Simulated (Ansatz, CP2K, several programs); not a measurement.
Energy against volume for NaFeN (P6_3mc) from a database structure, at fixed shape and fractional coordinates, computed by several methods (PBE and r2SCAN, where shown, with plane waves in Ansatz); the cell shown is that of r2SCAN. With free coordinates or axes held, a curve is too stiff, and on another method's shape its minimum isn't the method's own volume. It is hexagonal, P6_3mc (No. 186); a = 2.974 Å, c = 9.733 Å in the conventional setting, 12.42 Å³ an atom. Around Na lie 4 N at 2.56–2.97 Å; around Fe lie 3 N at 1.78 Å; around N lie 3 Fe at 1.78 Å and 4 Na at 2.56–2.97 Å. No spin polarisation and no zero-point or thermal motion. Energies count from each curve's lowest point; fits are third-order Birch-Murnaghan.

```
Na Fe N
1.0
     2.97385    0.00000    0.00000
    -1.48692    2.57543    0.00000
     0.00000    0.00000    9.73272
Na Fe N
2 2 2
Direct
  0.66667 0.33333 0.76081
  0.33333 0.66667 0.26081
  0.00000 0.00000 0.51824
  0.00000 0.00000 0.01824
  0.33333 0.66667 0.56559
  0.66667 0.33333 0.06559
```

r2SCAN, on the shape of its own relaxed cell:
```csv
V (Å³/atom),E (meV/atom)
11.678,21.79
12.051,5.13
12.424,0.00
12.796,4.69
13.169,17.77
```
V₀ = 12.42 Å³ an atom and B₀ = 141 GPa.

PBE/DZVP (CP2K), on the shape of the cell shown:
```csv
V (Å³/atom),E (meV/atom)
10.933,135.85
11.678,43.63
12.424,0.88
13.169,0.00
13.915,27.23
```
The points scatter about the fit by more than 0.3 meV an atom, so no fit is quoted.

light PBE (260 eV and a coarse mesh), on the shape of the cell shown:
```tsv
V (Å³/atom)	E (meV/atom)
11.430	84.22
11.927	35.53
12.424	0.00
12.921	7.10
13.418	1.73
13.915	23.35
```
The points scatter about the fit by more than 0.3 meV an atom, since at so low a cutoff the number of plane waves jumps with the volume, so no fit is quoted.

PBE/SZV (CP2K), on the shape of the cell shown:
```tsv
V (Å³/atom)	E (meV/atom)
10.933	248.66
11.678	110.35
12.424	30.58
13.169	0.00
13.915	2.44
```
The points scatter about the fit by more than 0.3 meV an atom, so no fit is quoted.

Task: PBE, on the shape of its own relaxed cell, gives

| V (Å³/atom) | E (meV/atom) |
| --- | --- |
| 12.068 | 20.72 |
| 12.453 | 4.92 |
| 12.838 | 0.00 |
| 13.224 | 4.36 |
| 13.609 | 16.68 |

What equilibrium volume and bulk modulus follow?

Result: V₀ = 12.84 Å³ an atom and B₀ = 129 GPa.
